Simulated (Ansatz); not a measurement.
# CH₈FNO₂Si₂: one species, many methods

Aim: compute CH₈FNO₂Si₂ with functionals from several rungs and with coupled cluster, and see how far each lands from CCSD(T) at the basis-set limit for the atomisation energy.

Method: functionals in def2-TZVPP, the program's frozen cores in correlated methods; program: Ansatz 0.2.0, Gaussian basis.

The runs, in order: PBE-D4, r2SCAN-D4, PBE0-D4, B3LYP-D4, ωB97X-V, ωB97M-V, B2PLYP; CCSD(T)/def2-TZVPP; MP2/def2-QZVPP; extrapolation to the limit.

## (1) The geometry

An earlier PBE0-D4 in a triple-zeta def2 set relaxation fixed the geometry.

15 atoms, charge 0, spin multiplicity 1.

Atoms are counted from 1 here; the program's logs count them from 0.

Bond lengths: C1–N2 1.468 Å, C1–H8 1.095 Å, C1–H9 1.091 Å, C1–H10 1.095 Å, N2–Si3 1.740 Å, N2–Si5 1.693 Å, Si3–O4 1.633 Å, Si3–H11 1.489 Å, Si3–H12 1.485 Å, O4–H13 0.964 Å, Si5–O6 1.644 Å, Si5–F7 1.595 Å, Si5–H14 1.479 Å, O6–H15 0.959 Å. Angles: N2–C1–H8 111.9°, N2–C1–H9 111.1°, N2–C1–H10 110.4°, H8–C1–H9 108.4°, H8–C1–H10 108.0°, H9–C1–H10 106.8°, C1–N2–Si3 113.6°, C1–N2–Si5 118.9°, Si3–N2–Si5 127.5°, N2–Si3–O4 110.8°, N2–Si3–H11 106.9°, N2–Si3–H12 110.3°, O4–Si3–H11 113.0°, O4–Si3–H12 107.6°, H11–Si3–H12 108.2°, Si3–O4–H13 114.8°, N2–Si5–O6 107.0°, N2–Si5–F7 108.8° and more.

As a file:

```xyz
15
CH8FNO2Si2
C     1.26084   -1.33457   -0.41156
N     0.23689   -0.32885   -0.10181
Si   -1.08158   -0.94906    0.84899
O    -2.21451    0.20190    1.08844
Si    0.41645    1.23764   -0.71858
O    -0.44930    2.24070    0.25438
F     1.96236    1.63034   -0.68172
H     0.95594   -1.98789   -1.23527
H     2.20764   -0.86254   -0.67882
H     1.45568   -1.96338    0.46372
H    -0.49685   -1.46255    2.11885
H    -1.73463   -2.08285    0.14620
H    -1.87346    1.10322    1.12784
H     0.01738    1.44955   -2.12682
H    -0.66286    3.10832   -0.09385
```

## (2) PBE-D4 (GGA)

in.yaml

```yaml
crystal:
  periodic: [false, false, false]
  atoms:
    - {symbol: C, position_ang: [1.260837, -1.334574, -0.411555]}
    - {symbol: N, position_ang: [0.236889, -0.328849, -0.101805]}
    - {symbol: Si, position_ang: [-1.081577, -0.949063, 0.848994]}
    - {symbol: O, position_ang: [-2.214509, 0.201898, 1.088438]}
    - {symbol: Si, position_ang: [0.416452, 1.237640, -0.718579]}
    - {symbol: O, position_ang: [-0.449299, 2.240702, 0.254385]}
    - {symbol: F, position_ang: [1.962365, 1.630342, -0.681717]}
    - {symbol: H, position_ang: [0.955936, -1.987888, -1.235266]}
    - {symbol: H, position_ang: [2.207641, -0.862538, -0.678817]}
    - {symbol: H, position_ang: [1.455676, -1.963375, 0.463722]}
    - {symbol: H, position_ang: [-0.496848, -1.462549, 2.118852]}
    - {symbol: H, position_ang: [-1.734627, -2.082852, 0.146197]}
    - {symbol: H, position_ang: [-1.873464, 1.103225, 1.127840]}
    - {symbol: H, position_ang: [0.017381, 1.449550, -2.126820]}
    - {symbol: H, position_ang: [-0.662863, 3.108320, -0.093851]}
basis:
  gaussian: {orbitals: def2-TZVPP}
hamiltonian: {xc: pbe, dispersion: d4}
output: {forces: true, orbitals: {seedname: orbitals}}
```

Run with:

```console
ansatz run in.yaml --threads 2 --pin off --events-out ev --progress --plain --max-ram 32768MiB --backend cuda --devices 0, --max-vram 18GiB
```

The runs that follow: r2SCAN-D4 (meta-GGA); PBE0-D4 (hybrid); B3LYP-D4 (hybrid); ωB97X-V (range-separated); ωB97M-V (range-separated); B2PLYP (double hybrid); CCSD(T) in def2-TZVPP; MP2 in def2-QZVPP.

Before running them: what should the planned runs give, taken together? Wanted: atomisation energy, CCSD(T)/CBS; farthest; mean size of error, hybrid; mean size of error, range-separated; gap, smallest and largest; T1 diagnostic; triples share of the correlation energy.

**Answer**, as computed:

| quantity | value |
| --- | --- |
| atomisation energy, CCSD(T)/CBS | 5787.6 kJ/mol |
| functionals within 28.9 kJ/mol (0.5 %) | PBE-D4, ωB97X-V, ωB97M-V |
| farthest | B2PLYP (-92.8 kJ/mol) |
| mean size of error, hybrid | 62.0 kJ/mol |
| mean size of error, range-separated | 5.2 kJ/mol |
| gap, smallest and largest | 5.43 eV (PBE-D4), 12.02 eV (ωB97X-V) |
| T1 diagnostic | 0.0114 |
| triples share of the correlation energy | 3.4 % |

**Reading.** PBE-D4 is off by +20.9 kJ/mol. Double hybrids carry the basis error of their MP2 part in triple zeta, and no dispersion term here, so their miss is partly the set-up's. Misses under about 28.9 kJ/mol are within the doubt on the reference itself, which lacks core-valence correlation, relativity and higher excitations. Hartree-Fock recovers 72 % of the binding; the rest is correlation. Orbital gaps span 5.4 to 12.0 eV; exact exchange widens them.
